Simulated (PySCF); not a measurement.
# BrCuH3P (Cu(PH3)Br): the cost of one run

Program: PySCF 2.14.0. Level of theory: levels as typed in each script, gas phase, geometry from GFN2-xTB. These are calculated values, not measurements.

**1. The system as given**

6 atoms, charge 0, spin multiplicity 1.

Bond lengths: Cu1–P2 2.213 Å, Cu1–Br6 2.222 Å, P2–H3 1.382 Å, P2–H4 1.382 Å, P2–H5 1.381 Å. Angles: P2–Cu1–Br6 179.2°, Cu1–P2–H3 121.0°, Cu1–P2–H4 120.8°, Cu1–P2–H5 121.8°, H3–P2–H4 95.6°, H3–P2–H5 95.6°, H4–P2–H5 95.6°.

As a file:

```mol
BrCuH3P
  3D, bonds by distance, orders not assigned

  6  5  0  0  0  0  0  0  0  0999 V2000
    0.4362    0.0100    0.0008 Cu  0  0
    2.6493   -0.0058   -0.0004 P   0  0
    3.3577   -0.3044   -1.1487 H   0  0
    3.3518   -0.8692    0.8192 H   0  0
    3.3852    1.1168    0.3242 H   0  0
   -1.7853   -0.0041   -0.0003 Br  0  0
  1  2  8  0
  1  6  8  0
  2  3  8  0
  2  4  8  0
  2  5  8  0
M  END
```

**2. Localised orbitals (B3LYP/def2-svpd)**

Input file input.py:

```python
import numpy as np
from pyscf import gto, scf, dft, lo
from pyscf.data.elements import chemcore

def solve(mol, dm0=None, hcore=None):
    mf = (dft.UKS if mol.spin else dft.RKS)(mol, xc='b3lyp')
    mf.grids.level = 3
    mf = mf.density_fit(auxbasis='def2-universal-jkfit')
    mf.conv_tol, mf.max_cycle = 1e-8, 80
    if hcore is not None:
        mf.get_hcore = lambda *args: hcore
    mf.kernel(dm0)
    if not mf.converged:
        mf = mf.newton().run(mf.mo_coeff, mf.mo_occ, max_cycle=30)
    assert mf.converged, 'SCF not converged'
    return mf

mol = gto.M(atom='''
Cu     0.43621     0.00995     0.00078
P      2.64932    -0.00579    -0.00040
H      3.35773    -0.30435    -1.14871
H      3.35181    -0.86917     0.81917
H      3.38523     1.11681     0.32421
Br    -1.78527    -0.00414    -0.00032
''', basis='def2-svpd', charge=0, spin=0, verbose=4)
mf = solve(mol)
occ_all = mf.mo_coeff[:, mf.mo_occ > 0]
occ = occ_all[:, chemcore(mol):]
loc = lo.ibo.ibo(mol, occ, iaos=lo.iao.iao(mol, occ_all))
fock, s = mf.get_fock(), mf.get_ovlp()
ortho = lo.orth_ao(mol, 'meta_lowdin')
ortho = lo.vec_lowdin(lo.iao.iao(mol, occ_all), s)
labels = lo.iao.reference_mol(mol).ao_labels(fmt=None)
vir = lo.vvo.livvo(mol, occ_all, mf.mo_coeff[:, mf.mo_occ == 0])
both = np.hstack([loc, vir])
p = (ortho.T @ s @ both) ** 2
pop = np.array([p[[l[0] == a for l in labels]].sum(0) for a in range(mol.natm)])
spd = np.array([[p[[l[0] == a and l[2][-1] == k for l in labels]].sum(0) for k in 'spd'] for a in range(mol.natm)])
eps = np.einsum('pi,pq,qi->i', both, fock, both)
for i in np.argsort(eps):
    top = np.argsort(-pop[:, i])[:3]
    print('%3d %s %9.4f Eh ' % (i + 1, 'occ' if i < loc.shape[1] else 'vir', eps[i]), '  '.join('%s%d %.3f' % (mol.atom_symbol(a), a + 1, pop[a, i]) for a in top))
np.savez('result.npz', c=both, nocc=loc.shape[1], pop=pop, spd=spd, eps=eps, e=mf.e_tot)
```

Run with:

```bash
> OMP_NUM_THREADS=1 python input.py
```

What time and memory should one allow on 1 thread of Arm Neoverse V2, shared host?

About 14 s, with a peak of 0.5 GiB.
